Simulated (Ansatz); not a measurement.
# Ti2AlC: response properties

This session takes Ti2AlC and sets out to read the electric field gradients at the nuclei.

Method: DFT PBEsol, scalar-relativistic, plane waves, PAW, in Ansatz 0.2.0.

4 further runs of the same task are left out: 4 set aside as unsound or not needed.

### 1 The system as given

Symmetry: P6_3/mmc, No. 194, hexagonal system. Conventional cell: a = 3.036 Å, b = 3.036 Å, c = 13.649 Å, α = 90.00°, β = 90.00°, γ = 120.00°. Ti (site symmetry 3m) is surrounded by 3 C at 2.09 Å. Around Al (site symmetry -6m2) lie 6 Ti at 2.87 Å and 6 Al at 3.04 Å. C (site symmetry -3m) is surrounded by 6 Ti at 2.09 Å.

As a file:

```cif
data_structure
_symmetry_space_group_name_H-M 'P 1'
_symmetry_Int_Tables_number 1
_cell_length_a 3.0361
_cell_length_b 3.0361
_cell_length_c 13.6488
_cell_angle_alpha 90.000
_cell_angle_beta 90.000
_cell_angle_gamma 120.000
_cell_volume 108.96
loop_
_atom_site_label
_atom_site_type_symbol
_atom_site_fract_x
_atom_site_fract_y
_atom_site_fract_z
_atom_site_occupancy
Ti1 Ti 0.33333 0.66667 0.08354 1
Ti2 Ti 0.66667 0.33333 0.58354 1
Ti3 Ti 0.66667 0.33333 0.91646 1
Ti4 Ti 0.33333 0.66667 0.41646 1
Al1 Al 0.33333 0.66667 0.75000 1
Al2 Al 0.66667 0.33333 0.25000 1
C1 C 0.00000 0.00000 0.00000 1
C2 C 0.00000 0.00000 0.50000 1
```

It goes back to an entry of the Materials Project, which need not be the stable form.

This cell was relaxed beforehand with the same method: volume 13.62 Å³/atom, gap on the mesh none (metal).

### 2 Electric field gradients at the nuclei

input.yaml

```yaml
crystal:
  lattice:
    - [3.0361266546, 0.0, 0.0]
    - [-1.5180633273, 2.629362812, 0.0]
    - [0.0, 0.0, 13.6488138435]
  atoms:
    - { symbol: Ti, position: [0.3333333333, 0.6666666667, 0.0835412111] }
    - { symbol: Ti, position: [0.6666666667, 0.3333333333, 0.5835412111] }
    - { symbol: Ti, position: [0.6666666667, 0.3333333333, 0.9164587889] }
    - { symbol: Ti, position: [0.3333333333, 0.6666666667, 0.4164587889] }
    - { symbol: Al, position: [0.3333333333, 0.6666666667, 0.75] }
    - { symbol: Al, position: [0.6666666667, 0.3333333333, 0.25] }
    - { symbol: C, position: [0.0, 0.0, 0.0] }
    - { symbol: C, position: [0.0, 0.0, 0.5] }
basis:
  ecutwfc: 420
kpoints:
  mp_grid: { grid: [12, 12, 4] }
hamiltonian:
  xc: pbesol
scf:
  occupations: { method: fermi_dirac, width: 0.15 }
output:
  forces: true
  stress: true
  eigenvalues: true
  efg: {}
checkpoint:
  read: start.run
  write: ck
  compress: false
  write_wavefunctions: false
  write_every: 100000
```

On the command line:

```sh
$ ansatz run input.yaml --threads 2 --pin off --max-ram 6144MiB --backend cpu --events-out ev --progress --plain --runs-dir out
```

**Question.** What will these runs give? Wanted: largest V_zz, in size.

**Answer**, as computed:

```
             quantity                  value
largest V_zz, in size  4.56 ×10²¹ V/m² at Al
```

What this shows: The largest field gradient is at Al5 (-4.56 ×10²¹ V/m²); where the nucleus has a quadrupole moment, the product sets the coupling seen in NMR or NQR. η is zero at all sites: each lies on an axis of threefold or higher symmetry, or has no gradient. For a metal these values are sensitive to the k mesh.
